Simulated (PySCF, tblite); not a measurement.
# C4H12OSSi2: geometry, infrared bands and NMR shifts

Aim: predict the infrared bands and NMR shifts of C4H12OSSi2 (`C=C[Si@@H](O)SC[SiH2]C`).

The runs use tblite 0.8.0 and PySCF 2.14.0, with density-fitted response routines of our own; the level of theory stands in each step. All values are computed, except where a source is named. Atoms are numbered from 0 throughout.

## 1. Starting geometry

20 atoms, charge 0, multiplicity 1; geometry from: force field or distance geometry start.

Bonds of the start (Å): C0–C1 1.33, C1–Si2 1.88, Si2–O3 1.69, Si2–S4 2.15, S4–C5 1.82, C5–Si6 1.86, Si6–C7 1.86, C0–H8 1.08, C0–H9 1.11, C1–H10 1.10, Si2–H11 1.47, O3–H12 0.98, C5–H13 1.10, C5–H14 1.11, Si6–H15 1.49, Si6–H16 1.48, C7–H17 1.12, C7–H18 1.12, C7–H19 1.11.

## 2. Optimising the geometry with GFN2-xTB

Job settings and geometry (Å):

```
{"job": {"kind": "relax", "xc": "GFN2-xTB", "basis": "xTB"}, "charge": 0, "multiplicity": 1}
C     -3.450100     1.036600     0.129100
C     -3.298300    -0.070500    -0.592800
Si    -1.845100    -1.187000    -0.189100
O     -2.152200    -2.778800    -0.678300
S     -0.095900    -0.374500    -1.146700
C      0.919700     0.300600     0.208000
Si     2.493300     1.050200    -0.427700
C      3.933800    -0.027600     0.034400
H     -2.774300     1.311900     0.928900
H     -4.315300     1.688100    -0.102200
H     -3.998800    -0.339300    -1.392300
H     -1.698900    -1.128400     1.271100
H     -2.923800    -2.881400    -1.274200
H      1.162200    -0.484700     0.944800
H      0.320700     1.080700     0.720500
H      2.700800     2.357400     0.261800
H      2.387800     1.250400    -1.889100
H      4.445800    -0.430700    -0.875600
H      3.558700    -0.933300     0.576600
H      4.624600     0.571100     0.670500
```

Launch:

```bash
$ OMP_NUM_THREADS=1 python probes_run.py task.json out
```

The driver reads the jobs from task.json and runs them one after another.

**Question.** This job is followed by: GFN2-xTB harmonic vibrations, gas phase; GIAO PBE0/pcSseg-1 NMR shielding, non-relativistic, gas phase. Predict these results of the whole session: strongest single infrared mode (GFN2-xTB); zero-point energy (GFN2-xTB); 13C shifts against TMS (PBE0/pcSseg-1); 1H shifts against TMS (PBE0/pcSseg-1, means over atoms taken as alike); 29Si shifts against TMS (PBE0/pcSseg-1); 17O shifts against H2O (PBE0/pcSseg-1); 33S shifts against CS2 (PBE0/pcSseg-1).

The runs gave:

| quantity | value |
| --- | --- |
| strongest single infrared mode (GFN2-xTB) | 811 cm⁻¹, 546 km/mol |
| zero-point energy (GFN2-xTB) | 91.1 kcal/mol |
| 13C shifts against TMS (PBE0/pcSseg-1) | 143.5, 141.8, 8.7, -8.1 ppm |
| 1H shifts against TMS (PBE0/pcSseg-1, means over atoms taken as alike) | 6.49, 6.46, 5.89, 5.64, 4.42, 4.20, 1.62, 1.41, 1.35, 0.31 ppm |
| 29Si shifts against TMS (PBE0/pcSseg-1) | -5.7, -40.8 ppm |
| 17O shifts against H2O (PBE0/pcSseg-1) | 31.5 ppm |
| 33S shifts against CS2 (PBE0/pcSseg-1) | -173 ppm |

What this shows: Over 185 steps the energy fell by 0.655 eV; of the close pairs, Si2–O3 changed most, 1.693 to 1.621 Å. All 54 modes are real, so the xTB geometry is a minimum. The strongest single mode, at 811 cm⁻¹, moves mainly H12. GFN2-xTB is a fitted tight-binding method: band positions and strengths are rough. Its intensities can rank the bands wrongly. C1 (alkene CH) lies farthest downfield among carbon, at 143.5 ppm; the olefinic region.
